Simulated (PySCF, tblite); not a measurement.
# C6H9FOSi: geometry, infrared bands and NMR shifts

Wanted: the infrared bands and NMR shifts of C6H9FOSi (`CC#C[C@@H]1CCO[Si@H]1F`), by calculation.

Programs: tblite 0.8.0 and PySCF 2.14.0, with density-fitted response routines of our own. Each step states its level of theory. These are calculated values for one molecule in the gas phase, unless marked as measured. Atoms are numbered from 0 throughout.

## 1. Starting geometry

18 atoms, charge 0, multiplicity 1; geometry from: force field or distance geometry start.

Bonds of the start (Å): C0–C1 1.47, C1–C2 1.19, C2–C3 1.48, C3–C4 1.56, C4–C5 1.53, C5–O6 1.44, O6–Si7 1.68, Si7–F8 1.61, Si7–C3 1.92, C0–H9 1.08, C0–H10 1.10, C0–H11 1.09, C3–H12 1.08, C4–H13 1.10, C4–H14 1.10, C5–H15 1.10, C5–H16 1.11, Si7–H17 1.48.

## 2. Geometry optimisation with GFN2-xTB

What the job is given:

```
{"job": {"kind": "relax", "xc": "GFN2-xTB", "basis": "xTB"}, "charge": 0, "multiplicity": 1}
C      3.099800     1.370000    -0.762300
C      1.716200     0.862600    -0.771300
C      0.605600     0.432000    -0.759700
C     -0.789700    -0.061600    -0.778400
C     -1.602000     0.509800     0.420600
C     -1.381800    -0.407600     1.629100
O     -1.434500    -1.783700     1.217200
Si    -0.926600    -1.928800    -0.374800
F     -2.130100    -2.556000    -1.235600
H      3.650900     0.976500    -1.607400
H      3.093300     2.463100    -0.829900
H      3.610300     1.082800     0.157600
H     -1.279100     0.170400    -1.712000
H     -1.341300     1.551300     0.640000
H     -2.672400     0.496800     0.156600
H     -2.150700    -0.235300     2.402700
H     -0.398800    -0.216200     2.098700
H      0.322100    -2.719700    -0.509200
```

Command:

```console
OMP_NUM_THREADS=1 python probes_run.py task.json out
```

This one command runs all jobs of the session in turn.

**Question.** This job is followed by: GFN2-xTB harmonic vibrations, gas phase; GIAO PBE0/pcSseg-1 NMR shielding, non-relativistic, gas phase. Predict these results of the whole session: strongest single infrared mode (GFN2-xTB); zero-point energy (GFN2-xTB); 13C shifts against TMS (PBE0/pcSseg-1); 1H shifts against TMS (PBE0/pcSseg-1, means over atoms taken as alike); 17O shifts against H2O (PBE0/pcSseg-1); 29Si shifts against TMS (PBE0/pcSseg-1); 19F shifts against CFCl3 (PBE0/pcSseg-1); surface potential, 1st and 99th percentile.

As calculated:

```
                                                              quantity                                         value
                             strongest single infrared mode (GFN2-xTB)                          797 cm⁻¹, 228 km/mol
                                          zero-point energy (GFN2-xTB)                                 84.7 kcal/mol
                                13C shifts against TMS (PBE0/pcSseg-1)         83.5, 83.1, 68.6, 37.7, 17.1, 4.7 ppm
1H shifts against TMS (PBE0/pcSseg-1, means over atoms taken as alike)  4.84, 4.35, 4.14, 2.18, 2.11, 1.95, 1.89 ppm
                                17O shifts against H2O (PBE0/pcSseg-1)                                      76.2 ppm
                               29Si shifts against TMS (PBE0/pcSseg-1)                                       0.4 ppm
                              19F shifts against CFCl3 (PBE0/pcSseg-1)                                    -148.5 ppm
                                 surface potential, 1st and 99th percentile                            -1.29 V and 1.11 V
```

Over 47 steps the energy fell by 0.168 eV; of the close pairs, O6–Si7 changed most, 1.677 to 1.623 Å. The lowest mode is imaginary (27i cm⁻¹), so the xTB geometry is not a minimum. The strongest single mode, at 797 cm⁻¹, has its largest shares on Si7, F8 and O6 (the list is cut at 3 atoms). GFN2-xTB is a fitted tight-binding method: band positions and strengths are rough. Its intensities can rank the bands wrongly. At PBE0/pcSseg-1: The largest span, 271 ppm, is at C2, where the paramagnetic term is -159 ppm.
